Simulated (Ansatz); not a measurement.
# Ti2BN: the cost of one run

Computed with Ansatz 0.2.0 (DFT PBE, scalar-relativistic, plane waves, PAW, unless a step names another level, unless a step's input says otherwise).

1 further run of the same task is left out (it didn't finish).

## (1) The structure to begin with

The structure is orthorhombic, space group Cmcm (No. 63). Conventional cell: a = 3.140 Å, b = 17.217 Å, c = 3.015 Å, α = 90.00°, β = 90.00°, γ = 90.00°. Around Ti (site symmetry m2m) lie 5 N at 2.04 to 2.18 Å. Ti (site symmetry m2m) is surrounded by 1 N at 2.01 Å and 6 B at 2.31 to 2.32 Å. B (site symmetry m2m) is surrounded by 2 B at 1.77 Å and 6 Ti at 2.31 to 2.32 Å. N (site symmetry m2m) has 6 Ti at 2.01 to 2.18 Å as nearest neighbours.

As a file:

```
Ti B N
1.0
     1.56989   -8.60841    0.00000
     1.56989    8.60841    0.00000
     0.00000    0.00000    3.01532
Ti B N
4 2 2
Direct
  0.69264 0.30736 0.25000
  0.07214 0.92786 0.75000
  0.30736 0.69264 0.75000
  0.92786 0.07214 0.25000
  0.52719 0.47281 0.25000
  0.47281 0.52719 0.75000
  0.18895 0.81105 0.75000
  0.81105 0.18895 0.25000
```

It came out lowest among 26 distinct ends of the trial cells. At a tolerance of 0.05 Å it has space group Cmcm (No. 63).

## (2) Tight relaxation for the response runs, on the response runs' mesh and smearing

input.yaml

```yaml
crystal:
  lattice:
    - [1.5698883098, -8.6084058116, 0.0]
    - [1.5698883098, 8.6084058116, 0.0]
    - [0.0, 0.0, 3.0153216531]
  atoms:
    - { symbol: Ti, position: [0.6926448926, 0.3073551074, 0.25] }
    - { symbol: Ti, position: [0.0721381822, 0.9278618178, 0.75] }
    - { symbol: Ti, position: [0.3073551074, 0.6926448926, 0.75] }
    - { symbol: Ti, position: [0.9278618178, 0.0721381822, 0.25] }
    - { symbol: B, position: [0.527187967, 0.472812033, 0.25] }
    - { symbol: B, position: [0.472812033, 0.527187967, 0.75] }
    - { symbol: "N", position: [0.1889470801, 0.8110529199, 0.75] }
    - { symbol: "N", position: [0.8110529199, 0.1889470801, 0.25] }
basis:
  ecutwfc: 420
kpoints:
  mp_grid: { grid: [10, 10, 10] }
hamiltonian:
  xc: pbe
scf:
  occupations: { method: gaussian, width: 0.1 }
output:
  forces: true
  stress: true
  eigenvalues: true
  write_density: true
  write_potential: true
  elf: true
  volumetric_format: npy
relax:
  adjacent_minimum: "off"
  f_tol: 0.001
  max_steps: 60
  cell: { stress_tol: 0.01 }
```

Launch:

```console
> ansatz run input.yaml --threads 3 --pin off --max-ram 7680MiB --backend cpu --events-out ev --progress --plain --runs-dir out
```

What time and memory should one allow on 3 threads of Intel Xeon at 2.50GHz (Skylake/Cascade Lake), shared host?

About 50 s, with a peak of 0.78 GiB.
